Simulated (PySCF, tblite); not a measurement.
# C7H12ClFO: geometry, infrared bands and NMR shifts

Wanted: the infrared bands and NMR shifts of C7H12ClFO (`CC(C)[C@@H](C)[C@@H](F)C(=O)Cl`), by calculation.

The runs use tblite 0.8.0 and PySCF 2.14.0, with density-fitted response routines of our own; the level of theory stands in each step. All values are computed, except where a source is named. Atoms count from 0, in the outputs and in this text.

## 1. The starting structure

22 atoms, charge 0, multiplicity 1; geometry from: force field or distance geometry start.

Bonds of the start (Å): C0–C1 1.48, C1–C2 1.53, C1–C3 1.45, C3–C4 1.55, C3–C5 1.46, C5–F6 1.38, C5–C7 1.46, C7–O8 1.25, C7–Cl9 1.75, C0–H10 1.11, C0–H11 1.16, C0–H12 1.09, C1–H13 1.14, C2–H14 1.10, C2–H15 1.12, C2–H16 1.12, C3–H17 1.13, C4–H18 1.11, C4–H19 1.09, C4–H20 1.11, C5–H21 1.16.

## 2. Geometry optimisation with GFN2-xTB

The job: settings as JSON, then the geometry in Å.

```
{"job": {"kind": "relax", "xc": "GFN2-xTB", "basis": "xTB"}, "charge": 0, "multiplicity": 1}
C     -1.197600    -1.591900    -0.064000
C     -0.874900    -0.150300    -0.055700
C     -1.616100     0.455300    -1.244600
C      0.480500     0.363000    -0.055400
C      0.345000     1.905600    -0.036000
C      1.501800     0.053800     0.938600
F      1.215200     0.387900     2.246600
C      2.174300    -1.244000     0.892900
O      3.385100    -1.280100     0.594400
Cl     1.443900    -2.807800     1.205600
H     -1.370000    -2.032300     0.935000
H     -2.266200    -1.646500    -0.510000
H     -0.644100    -2.221500    -0.763000
H     -1.415000     0.314900     0.832900
H     -0.897900     0.995200    -1.879300
H     -2.366400     1.195800    -0.877400
H     -2.151700    -0.361600    -1.799500
H      0.925500     0.169200    -1.074900
H      0.589600     2.231200     0.998800
H     -0.695300     2.170300    -0.228600
H      1.061800     2.304100    -0.780200
H      2.362000     0.809300     0.723100
```

Started as:

```
$ OMP_NUM_THREADS=1 python probes_run.py task.json out
```

The driver reads the jobs from task.json and runs them one after another.

**Question.** This job is followed by: GFN2-xTB harmonic vibrations, gas phase; GIAO PBE0/pcSseg-1 NMR shielding, non-relativistic, gas phase. Predict these results of the whole session: strongest single infrared mode (GFN2-xTB); zero-point energy (GFN2-xTB); ¹³C shifts against TMS (PBE0/pcSseg-1); ¹H shifts against TMS (PBE0/pcSseg-1, means over atoms taken as alike); ¹⁹F shifts against CFCl3 (PBE0/pcSseg-1); ¹⁷O shifts against H2O (PBE0/pcSseg-1); ³⁵Cl shifts against HCl (PBE0/pcSseg-1).

As calculated:

```
                                                              quantity                                           value
                             strongest single infrared mode (GFN2-xTB)                           1807 cm⁻¹, 309 km/mol
                                          zero-point energy (GFN2-xTB)                                  112.0 kcal/mol
                                ¹³C shifts against TMS (PBE0/pcSseg-1)  189.4, 101.0, 49.2, 32.7, 25.5, 23.2, 20.8 ppm
¹H shifts against TMS (PBE0/pcSseg-1, means over atoms taken as alike)          4.74, 1.88, 1.56, 1.26, 0.99, 0.94 ppm
                              ¹⁹F shifts against CFCl3 (PBE0/pcSseg-1)                                      -219.9 ppm
                                ¹⁷O shifts against H2O (PBE0/pcSseg-1)                                       586.9 ppm
                               ³⁵Cl shifts against HCl (PBE0/pcSseg-1)                                         440 ppm
```

**Reading.** Relaxing lowered the energy by 2.008 eV in 115 steps; the close pair that moved most is C1–C3, from 1.449 to 1.541 Å. All 60 modes are real, so the xTB geometry is a minimum. The strongest single mode, at 1807 cm⁻¹, moves mainly C7 and O8. Unscaled tight-binding wavenumbers are off by several per cent, some by more. Its intensities can rank the bands wrongly. H21 (hydrogen on an sp3 CH bonded to F, α to a carbonyl) lies farthest downfield among hydrogen, at 4.74 ppm; its carbon carries F, hence the downfield position. At PBE0/pcSseg-1: The largest span, 933 ppm, is at O8, where the paramagnetic term is -650 ppm.
